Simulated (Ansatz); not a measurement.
# GePd: the cost of one run

All numbers are computed with Ansatz 0.2.0 through its Python package. Level of theory: DFT PBEsol, plane waves, PAW.

### 1 The structure

It takes space group Pnma (No. 62, orthorhombic). The conventional cell has a = 5.782 Å, b = 3.481 Å, c = 6.259 Å, α = 90.00°, β = 90.00°, γ = 90.00°. Ge (site symmetry m) has 5 Pd at 2.36 to 2.63 Å in its first shell of neighbours. Pd (site symmetry m) is surrounded by 6 Ge at 2.36 to 2.77 Å and 2 Pd at 2.71 Å.

No structure file is read: the coordinates are typed or built in the script.

### 2 The code

The input, gepd_fermi.py:

```python
import ansatz
from pymatgen.core import Lattice, Structure
from pymatgen.io.ase import AseAtomsAdaptor

MESH = (5, 8, 5)
FUNCTIONAL = "pbesol"
FILLING = "fermi_dirac"


def main() -> None:
    pmg_structure = Structure(
        Lattice([[5.782, 0.0, 0.0], [0.0, 3.481, 0.0], [0.0, 0.0, 6.259]]),
        ["Ge", "Ge", "Ge", "Ge", "Pd", "Pd", "Pd", "Pd"],
        [
            [0.81, 0.75, 0.575],
            [0.19, 0.25, 0.425],
            [0.69, 0.25, 0.075],
            [0.31, 0.75, 0.925],
            [0.995, 0.75, 0.166],
            [0.005, 0.25, 0.834],
            [0.505, 0.25, 0.666],
            [0.495, 0.75, 0.334],
        ],
    )
    cell = ansatz.Crystal.from_ase(AseAtomsAdaptor.get_atoms(pmg_structure))

    setup = (
        cell.calculation()
        .kpoints(mesh=MESH, center="gamma")
        .functional(FUNCTIONAL)
        .occupations(FILLING, width=150 * ansatz.meV)
        .eigenstates(nscf_kmesh=(6, 10, 6), level_slopes=True)
    )
    surface = setup.run(threads=1).fermi_surface().to_plain()
    for way, reading in surface.items():
        if reading:
            rho_lambda = [f"{v:.3e}" for v in reading["resistivity_times_mean_free_path_ohm_m2"]]
            print(f"{way:24s} area {reading['spin_summed_area_per_ang2']:8.3f} 1/A^2  rho*lambda (ohm m^2) {rho_lambda}")


if __name__ == "__main__":
    main()
```

### 3 The calls as engine input

The package turns the script's settings into the engine's input:

```yaml
crystal:
  lattice:
    - [5.782, 0.0, 0.0]
    - [0.0, 3.481, 0.0]
    - [0.0, 0.0, 6.259]
  atoms:
    - { symbol: Ge, position: [0.8099999999999999, 0.75, 0.575] }
    - { symbol: Ge, position: [0.19000000000000003, 0.25, 0.425] }
    - { symbol: Ge, position: [0.69, 0.25, 0.075] }
    - { symbol: Ge, position: [0.31, 0.75, 0.9250000000000002] }
    - { symbol: Pd, position: [0.995, 0.75, 0.166] }
    - { symbol: Pd, position: [0.005, 0.25, 0.8339999999999999] }
    - { symbol: Pd, position: [0.505, 0.25, 0.6660000000000001] }
    - { symbol: Pd, position: [0.49499999999999994, 0.75, 0.3340000000000001] }
kpoints:
  mp_grid:
    grid: [5, 8, 5]
    shift: [0.0, 0.0, 0.0]
hamiltonian:
  xc: pbesol
scf:
  occupations:
    method: fermi_dirac
    width: 0.15
output:
  eigenstates:
    nscf_kmesh:
      grid: [6, 10, 6]
    de_dk: true
```

### 4 The run

Launch:

```sh
python gepd_fermi.py
```

Q: Estimate wall time and peak memory on 1 thread of Arm Neoverse V1, shared host.

About 98 s, with a peak of 0.77 GiB.
